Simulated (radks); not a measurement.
# Li inside a hard spherical wall

An exercise on one series of results from a longer session: the logs are not shown, and one member is left open.

Program: radks (a radial shooting solver on a logarithmic mesh, Libxc functionals) version 1. Level of theory: scalar-relativistic Kohn-Sham, LDA (Slater exchange, VWN5 correlation), spin-polarised, spherical densities, point nucleus; open shells are filled with parallel spins first. These are calculated values, not measurements, unless marked.

## The atom as given

```
element       : lithium (Z = 3)
charge        : 0
electrons     : 3
configuration : [He] 2s1
```

Outer shells as boxes (Hund's rule):

Li
```
[He] core
2s [↑ ]
```

The first run:

Input:

```text
Z 3
configuration [He] 2s1 2p0 3s0 3d0
relativity scalar-relativistic
functional lda,vwn5
spin polarised
nucleus point
c 137.035999084
```

Among the steps run: The free atom; Wall at 20 bohr; Wall at 15 bohr; Wall at 10 bohr; Wall at 7 bohr; Wall at 3.5 bohr; Wall at 3 bohr; Wall at 2.5 bohr; Wall at 2 bohr; Wall at 1.5 bohr.

One of the session's tables, all rows but one given; the rest of the session is left out.

| R (bohr) | E − E(free) (eV) | ε(2p, empty) (eV) | ε(3s, empty) (eV) | ε(3d, empty) (eV) | pressure (GPa) |
| --- | --- | --- | --- | --- | --- |
| free | 0.000 | -1.339 | -0.055 | - | 0 |
| 20 | 0.000 | -1.338 | 0.083 | 0.611 | < 0.0001 |
| 15 | 0.000 | -1.331 | 0.412 | 0.926 | 0.000127 |
| 10 | ? | ? | ? | ? | ? |
| 7 | 0.445 | -0.125 | 7.882 | 5.178 | 0.651 |
| 3.5 | 9.806 | 10.236 | 55.954 | 27.681 | 70.6 |
| 3 | 16.763 | 16.019 | 82.541 | 39.235 | 180 |
| 2.5 | 30.484 | 26.095 | 128.87 | 58.790 | 536 |
| 2 | 60.912 | 45.640 | 218.50 | 95.556 | 1980 |
| 1.5 | 141.53 | 90.341 | 421.97 | 176.82 | 10261 |

Estimate the missing values for R (bohr) = 10.

Worked estimate for «E − E(free) (eV)». A straight line through the neighbours (15, 0.000) and (7, 0.445) gives 0.000 + (0.445 − 0.000) × (10 − 15) / (7 − 15) = 0.278; a parabola fitted to 4 rows on both sides gives -0.247.

The run gave: E − E(free) (eV): 0.035; ε(2p, empty) (eV): -1.142; ε(3s, empty) (eV): 2.271; ε(3d, empty) (eV): 2.121; pressure (GPa): 0.0261. In «E − E(free) (eV)» the line misses by +0.243 and the parabola by -0.282. Between these rows the values bend or scatter more than so simple an estimate can follow.

What this shows: Eigenvalues are for spin up. At the tightest wall, 1.5 bohr, the energy stands 141.53 eV above the free atom and the pressure, −dE/dV, is 10261 GPa. Shells are not refilled when levels cross, and a hard wall is a model, not a crystal.
